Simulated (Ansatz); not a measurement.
# TaTi4: the cost of one run

Method: DFT PBE, scalar-relativistic, plane waves, PAW, in Ansatz 0.2.0.

## 1. The system as given

The structure is hexagonal, space group P6/mmm (No. 191). Conventional cell: a = 4.537 Å, b = 4.537 Å, c = 5.077 Å, α = 90.00°, β = 90.00°, γ = 120.00°. Around Ti (site symmetry mmm) lie 4 Ti at 2.27 Å and 2 Ta at 2.27 Å. Ti (site symmetry 6/mmm) has 2 Ta at 2.54 Å as nearest neighbours. Around Ta (site symmetry 6/mmm) lie 8 Ti at 2.27 to 2.54 Å.

As a file:

```cif
data_structure
_symmetry_space_group_name_H-M 'P 1'
_symmetry_Int_Tables_number 1
_cell_length_a 4.5367
_cell_length_b 4.5367
_cell_length_c 5.0771
_cell_angle_alpha 90.000
_cell_angle_beta 90.000
_cell_angle_gamma 120.000
_cell_volume 90.50
loop_
_atom_site_label
_atom_site_type_symbol
_atom_site_fract_x
_atom_site_fract_y
_atom_site_fract_z
_atom_site_occupancy
Ti1 Ti 0.50000 0.00000 0.50000 1
Ti2 Ti 0.00000 0.50000 0.50000 1
Ti3 Ti 0.50000 0.50000 0.50000 1
Ti4 Ti 0.00000 0.00000 0.00000 1
Ta1 Ta 0.00000 0.00000 0.50000 1
```

A structure generator made this guess: random cell by space group and Wyckoff sites (P6/mmm, No. 191). Lengths come from tabulated atomic sizes and are only a guess.

## 2. A first look at the guess

The input, input.yaml:

```yaml
crystal:
  lattice:
    - [4.5367438, 0.0, 0.0]
    - [-2.2683719, 3.92893538, 0.0]
    - [0.0, 0.0, 5.07712769]
  atoms:
    - { symbol: Ti, position: [0.5, 0.0, 0.5] }
    - { symbol: Ti, position: [0.0, 0.5, 0.5] }
    - { symbol: Ti, position: [0.5, 0.5, 0.5] }
    - { symbol: Ti, position: [0.0, 0.0, 0.0] }
    - { symbol: Ta, position: [0.0, 0.0, 0.5] }
basis:
  ecutwfc: 420
kpoints:
  mp_grid: { grid: [6, 6, 4] }
hamiltonian:
  xc: pbe
scf:
  occupations: { method: gaussian, width: 0.1 }
  lower_state_search: "off"
output:
  forces: true
  stress: true
  eigenvalues: true
```

Run with:

```
ansatz run input.yaml --threads 1 --pin off --max-ram 2560MiB --backend cpu --events-out ev --progress --plain --runs-dir out
```

What time and memory should one allow on 1 thread of Intel Xeon 6975P-C (Granite Rapids), shared host?

About 2.3 s, with a peak of 0.42 GiB.
